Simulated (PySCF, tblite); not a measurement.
# C₇H₁₁ClSi₂: geometry, infrared bands and NMR shifts

Aim: predict the infrared bands and NMR shifts of C₇H₁₁ClSi₂ (`ClC1=C[Si@@H](C2CC2)C=C[SiH2]1`).

Computed with tblite 0.8.0 and PySCF 2.14.0, with density-fitted response routines of our own, on a single molecule in the gas phase. Atoms count from 0, in the outputs and in this text.

## 1. Starting geometry

21 atoms, charge 0, multiplicity 1; geometry from: force field or distance geometry start.

Bonds of the start (Å): Cl0–C1 1.76, C1–C2 1.34, C2–Si3 1.85, Si3–C4 1.88, C4–C5 1.51, C5–C6 1.50, Si3–C7 1.86, C7–C8 1.35, C8–Si9 1.86, Si9–C1 1.90, C6–C4 1.50, C2–H10 1.09, Si3–H11 1.49, C4–H12 1.08, C5–H13 1.08, C5–H14 1.09, C6–H15 1.08, C6–H16 1.09, C7–H17 1.10, C8–H18 1.08, Si9–H19 1.49, Si9–H20 1.48.

## 2. Optimising the geometry with GFN2-xTB

Job settings and geometry (Å):

```
{"job": {"kind": "relax", "xc": "GFN2-xTB", "basis": "xTB"}, "charge": 0, "multiplicity": 1}
Cl     2.759200     3.140500    -0.469000
C      2.058600     1.538900    -0.289800
C      0.876000     1.444500     0.341200
Si    -0.110200    -0.083900     0.673100
C     -1.778200    -0.021400    -0.182100
C     -2.931400     0.681000     0.482600
C     -2.927500    -0.814800     0.359800
C      0.884400    -1.537400     0.063900
C      2.076700    -1.492300    -0.559300
Si     3.039000     0.050100    -0.946300
H      0.362600     2.339200     0.694900
H     -0.302600    -0.233000     2.145900
H     -1.702600     0.069500    -1.256500
H     -3.612300     1.239400    -0.142000
H     -2.807600     1.113700     1.479000
H     -3.622500    -1.265200    -0.330400
H     -2.805900    -1.392500     1.277200
H      0.396300    -2.503600     0.240200
H      2.561800    -2.397700    -0.877900
H      4.376500    -0.029000    -0.287700
H      3.200700     0.170900    -2.417300
```

On the command line:

```bash
$ OMP_NUM_THREADS=1 python probes_run.py task.json out
```

The driver reads the jobs from task.json and runs them one after another.

**Question.** This job is followed by: GFN2-xTB harmonic vibrations, gas phase; GIAO PBE0/pcSseg-1 NMR shielding, non-relativistic, gas phase. What will the session give for the following? strongest single infrared mode (GFN2-xTB); zero-point energy (GFN2-xTB); ¹³C shifts against TMS (PBE0/pcSseg-1); ¹H shifts against TMS (PBE0/pcSseg-1); ³⁵Cl shifts against HCl (PBE0/pcSseg-1); ²⁹Si shifts against TMS (PBE0/pcSseg-1); surface potential, 1st and 99th percentile.

**Answer**, as computed:

| quantity | value |
| --- | --- |
| strongest single infrared mode (GFN2-xTB) | 2213 cm⁻¹, 348 km/mol |
| zero-point energy (GFN2-xTB) | 94.2 kcal/mol |
| ¹³C shifts against TMS (PBE0/pcSseg-1) | 157.0, 156.5, 151.4, 147.8, 3.2, 3.0, -1.5 ppm |
| ¹H shifts against TMS (PBE0/pcSseg-1) | 7.55, 7.31, 7.18, 4.62, 4.60, 4.20, 0.75, 0.73, 0.35, 0.33, -0.24 ppm |
| ³⁵Cl shifts against HCl (PBE0/pcSseg-1) | 336 ppm |
| ²⁹Si shifts against TMS (PBE0/pcSseg-1) | -28.6, -67.4 ppm |
| surface potential, 1st and 99th percentile | -0.64 V and 0.97 V |

What this shows: The optimisation took 28 steps and gained 0.137 eV; among the close pairs (by a distance rule), C2–Si3 changed most, from 1.849 to 1.881 Å. All 57 modes are real, so the xTB geometry is a minimum. The strongest single mode, at 2213 cm⁻¹, moves mainly H20. GFN2-xTB is a fitted tight-binding method: band positions and strengths are rough. Its intensities can rank the bands wrongly. At PBE0/pcSseg-1: The largest span, 589 ppm, is at Cl0, where the paramagnetic term is -531 ppm. At PBE0/pcSseg-1, counted by nearest atom on the grid, the HOMO lies on Cl0 30 %; C2 27 %, the LUMO on 4 C atoms about 14 % each.
